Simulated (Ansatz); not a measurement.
# LaOs3 (AuCu3 type): other levels of theory at one geometry

An exercise on one series of results from a longer session: the logs are not shown, and one member is left open.

Program: Ansatz 0.2.0. Level of theory: DFT at several levels, plane waves, PAW. These are calculated values, not measurements.

1 further run of the same task is left out (it didn't finish). Runs told in other sessions of the task aren't counted.

### The starting structure

The structure is cubic, space group Pm-3m (No. 221). The conventional cell has a = 4.147 Å, b = 4.147 Å, c = 4.147 Å, α = 90.00°, β = 90.00°, γ = 90.00°. La (site symmetry m-3m) has 12 Os at 2.93 Å in its first shell of neighbours. Os (site symmetry 4/mmm) has 4 La at 2.93 Å and 8 Os at 2.93 Å in its first shell of neighbours.

Structure file:

```cif
data_structure
_symmetry_space_group_name_H-M 'Pm-3m'
_symmetry_Int_Tables_number 221
_cell_length_a 4.1471
_cell_length_b 4.1471
_cell_length_c 4.1471
_cell_angle_alpha 90.000
_cell_angle_beta 90.000
_cell_angle_gamma 90.000
_cell_volume 71.32
loop_
_atom_site_label
_atom_site_type_symbol
_atom_site_symmetry_multiplicity
_atom_site_Wyckoff_symbol
_atom_site_fract_x
_atom_site_fract_y
_atom_site_fract_z
_atom_site_occupancy
La1 La 1 a 0.00000 0.00000 0.00000 1
Os1 Os 3 c 0.00000 0.50000 0.50000 1
```

This cell comes from an earlier session at PBE: 17.831 Å³/atom at 0.00 GPa, on a 8×8×8 mesh, no gap.

Levels to run: PBE+SOC; r²SCAN; PBEsol; LDA; HSE06. Hardware: 2 threads of Arm Neoverse V2, shared host.

Set-up of the first run:

Contents of input.yaml:

```yaml
crystal:
  lattice:
    - [4.1470735563, 0.0, 0.0]
    - [0.0, 4.1470735563, 0.0]
    - [0.0, 0.0, 4.1470735563]
  atoms:
    - { symbol: La, position: [0.0, 0.0, 0.0] }
    - { symbol: Os, position: [0.0, 0.5, 0.5] }
    - { symbol: Os, position: [0.5, 0.5, 0.0] }
    - { symbol: Os, position: [0.5, 0.0, 0.5] }
basis:
  ecutwfc: 420
  ecutrho_ratio: 4
kpoints:
  mp_grid: { grid: [8, 8, 8] }
hamiltonian:
  xc: pbe
scf:
  occupations: { method: gaussian, width: 0.05 }
output:
  forces: true
  stress: true
  eigenvalues: true
  populations: true
  hubbard: { sites: [{ species: La, l: f }] }
  dos: { projected: true, de: 0.02 }
  write_density: true
  write_potential: true
  elf: true
  volumetric_format: npy
magnetization:
  noncollinear: true
  spin_orbit: true
```

Command:

```console
> ansatz run input.yaml --threads 2 --pin off --max-ram 2662MiB --backend cpu --events-out ev --progress --plain --runs-dir out
```

Among the steps run: PBE+SOC; r²SCAN; PBEsol; LDA; HSE06.

One of the session's tables, all rows but one given; the rest of the session is left out.

```
  level  pressure (GPa)
    PBE             0.0
    LDA           -11.4
 PBEsol               ?
PBE+SOC             1.0
 r²SCAN            -2.6
  HSE06            -5.2
```

Estimate the missing values for PBEsol.

The run gave: pressure (GPa): -7.8. In the column «pressure (GPa)» it lies between LDA (-11.4) and HSE06 (-5.2).

The pressure runs from -11.4 GPa (LDA) to 1.0 GPa (PBE+SOC); a negative pressure means that level wants a smaller cell, a positive one a larger cell. Total energies of different levels have different zeros and can't be compared.

Caveats from the session: Warnings in the runs' records: filled band counts differ across k points, stress exchange threshold loose, stress scf threshold loose.
